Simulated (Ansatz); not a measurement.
Task: a relaxation of the ions of LaMgO₃, space group Pm-3m, with Ansatz 0.2.0 through its Python package. Give the script and its output. Use: PBEsol, PAW, cutoff 420 eV, 5×5×5 k-points, Fermi-Dirac smearing of 0.15 eV.

```cif
data_structure
_symmetry_space_group_name_H-M 'P 1'
_symmetry_Int_Tables_number 1
_cell_length_a 3.9458
_cell_length_b 3.9458
_cell_length_c 3.9458
_cell_angle_alpha 90.000
_cell_angle_beta 90.000
_cell_angle_gamma 90.000
_cell_volume 61.43
loop_
_atom_site_label
_atom_site_type_symbol
_atom_site_fract_x
_atom_site_fract_y
_atom_site_fract_z
_atom_site_occupancy
La1 La 0.00000 0.00000 0.00000 1
Mg1 Mg 0.50000 0.50000 0.50000 1
O1 O 0.50000 0.50000 0.00000 1
O2 O 0.50000 0.00000 0.50000 1
O3 O 0.00000 0.50000 0.50000 1
```

`relax_lamgo3.py`
```python
import itertools

import ansatz as az
from ase import Atoms
from ase.neighborlist import neighbor_list
import numpy as np

lattice = az.Lattice.of(
    [3.945789, 0.0, 0.0],
    [0.0, 3.945789, 0.0],
    [0.0, 0.0, 3.945789],
)
sites = [
    ("La", [0.0, 0.0, 0.0]),
    ("Mg", [0.5, 0.5, 0.5]),
    ("O", [0.5, 0.5, 0.0]),
    ("O", [0.5, 0.0, 0.5]),
    ("O", [0.0, 0.5, 0.5]),
]
crystal = az.Crystal(lattice=lattice)
for symbol, position in sites:
    crystal = crystal.atom(symbol, position)

job = (
    crystal.move(2, to=[0.538015, 0.538015, 0.0]).fix(3).calculation()
    .functional("PBEsol")
    .basis(420)
    .kpoints(5)
    .occupations(az.OccupationsMethod.FERMI_DIRAC, width=0.15)
    .relax(force_tolerance=0.01, max_steps=100)
    .density()
)
steps = []


def follow(event):
    if event["event"] != "relax_step":
        return
    row = event["data"]
    steps.append(row)
    print(f"step {row['step']:3d}  E = {row['lagrangian_ev']:.5f} eV  largest force component = {row['allowed_force_max_ev_ang']:.4f} eV/A")


out = job.session().plan(threads=1).execute(on_event=follow)
data = out.report

first, last = steps[0], steps[-1]
symbols = [site.symbol for site in out.lattice.sites]
print(f"energy gained {first['lagrangian_ev'] - last['lagrangian_ev']:.4f} eV in {len(steps) - 1} steps")

print("atom   start x y z (A)              end x y z (A)")
for symbol, a, b in zip(symbols, first["positions_ang"], last["positions_ang"]):
    print(f"{symbol:3s}", " ".join(f"{v:8.4f}" for v in a), "  ", " ".join(f"{v:8.4f}" for v in b))

final = Atoms(symbols, positions=last["positions_ang"], cell=out.lattice.cell_ang, pbc=True)
i, j, d = neighbor_list("ijd", final, 4.5)
print("neighbours within 1.1 times the shortest distance of each atom (A)")
for atom in range(len(final)):
    near = [m for m in np.argsort(d) if i[m] == atom]
    shell = [m for m in near if d[m] < 1.1 * d[near[0]]]
    print(f"{symbols[atom]}{atom} ({len(shell)}):", ", ".join(f"{symbols[j[m]]} {d[m]:.3f}" for m in shell))

n_atoms = len(data["lattice"]["sites"])
print("F =", round(data["free_energy_ev"], 4), "eV for", n_atoms, "atoms")
print("E(sigma -> 0) =", round(data["energy_sigma0_ev"], 4), "eV, TS =", round(data["entropy_ts_ev"], 5), "eV")
print("closed by", data["closed_by"], "after", data["n_iterations"], "iterations")

rho = out.density()
total = sum(channel.density_e_per_ang3 for channel in rho.channels[:2])
grid_cell = np.asarray(rho.fft_grid_basis) @ out.lattice.cell_ang
mesh = np.stack(np.meshgrid(*[np.arange(n) / n for n in rho.dims], indexing="ij"), axis=-1)
for site in out.lattice.sites:
    offset = mesh - site.position_ang @ np.linalg.inv(grid_cell)
    offset -= offset.round()
    distance = np.min([np.linalg.norm((offset + shift) @ grid_cell, axis=-1) for shift in itertools.product((-1, 0, 1), repeat=3)], axis=0)
    inside = [total[distance < radius].sum() * rho.cell_volume_ang3 / total.size for radius in (0.8, 1.0, 1.2)]
    print(site.symbol, "electrons within 0.8, 1.0, 1.2 A:", np.round(inside, 2))
```

```console
$ python relax_lamgo3.py
DeckWarning: crystal.symmetry: narrowed to the stabiliser of the relax constraints — unitary ops 4 → 2; lowered at sites 3, 4 (the operations that carried what is held of a site onto what its image site leaves free; the constrained walk keeps no symmetry that its constraints do not admit)
step   1  E = -9761.13671 eV  largest force component = 0.4287 eV/A
step   2  E = -9761.17015 eV  largest force component = 0.1909 eV/A
step   3  E = -9761.17650 eV  largest force component = 0.1381 eV/A
step   4  E = -9761.18609 eV  largest force component = 0.1192 eV/A
step   5  E = -9761.19806 eV  largest force component = 0.2156 eV/A
step   6  E = -9761.20394 eV  largest force component = 0.0951 eV/A
step   7  E = -9761.20828 eV  largest force component = 0.0105 eV/A
step   8  E = -9761.20869 eV  largest force component = 0.0038 eV/A
step   9  E = -9761.20877 eV  largest force component = 0.0051 eV/A
energy gained 0.0721 eV in 8 steps
atom   start x y z (A)              end x y z (A)
La    0.0000   0.0000   0.0000      0.0018  -0.2714   0.0000
Mg    1.9729   1.9729   1.9729      1.9747   1.9416   1.9729
O     2.1229   2.1229   0.0000      1.9748   2.0947   0.0000
O     1.9729   0.0000   1.9729      1.9729   0.0000   1.9729
O     0.0000   1.9729   1.9729      0.0015   2.0930   1.9729
neighbours within 1.1 times the shortest distance of each atom (A)
La0 (4): O 2.527, O 2.528, O 2.528, O 2.528
Mg1 (6): O 1.942, O 1.978, O 1.979, O 1.979, O 1.979, O 2.004
O2 (2): Mg 1.979, Mg 1.979
O3 (2): Mg 1.942, Mg 2.004
O4 (2): Mg 1.978, Mg 1.979
F = -9761.2088 eV for 5 atoms
E(sigma -> 0) = -9761.0658 eV, TS = 0.28598 eV
closed by deck_thresholds after 6 iterations
La electrons within 0.8, 1.0, 1.2 A: [3.44 5.5  7.11]
Mg electrons within 0.8, 1.0, 1.2 A: [7.91 8.39 9.1 ]
O electrons within 0.8, 1.0, 1.2 A: [4.85 5.86 6.62]
O electrons within 0.8, 1.0, 1.2 A: [4.8  5.84 6.54]
O electrons within 0.8, 1.0, 1.2 A: [4.86 5.87 6.63]
```
(Warnings from the package without file and line.)

Reading the output:
- Total energies depend on the potentials; only differences at equal settings carry meaning. A total without «per atom» is that of the cell as typed.
- The cell holds an odd number of electrons and is run without spin, so a magnetic state may lie lower.
- For a metal this k-point mesh is coarse: on a finer one energies can move by several to tens of meV an atom and pressures by half a GPa or more, differences at one mesh by less.
- Energies along a relaxation are free energies. A last row that repeats the one before re-solves the same geometry more tightly.
- The cell relaxed to the group P4mm; tensors and edges are in the axes of the typed cell.
- The fields are valence quantities on the plane-wave grid; their values near the nuclei depend on the potentials.
- The structure comes from a database of computed cells and needn't be a stable or known phase.
- It ran for 43 s on 1 thread of Arm Neoverse V1 (shared host), peak memory 0.49 GiB.

(Lines on the test bed's own set-up are left out of the output.)
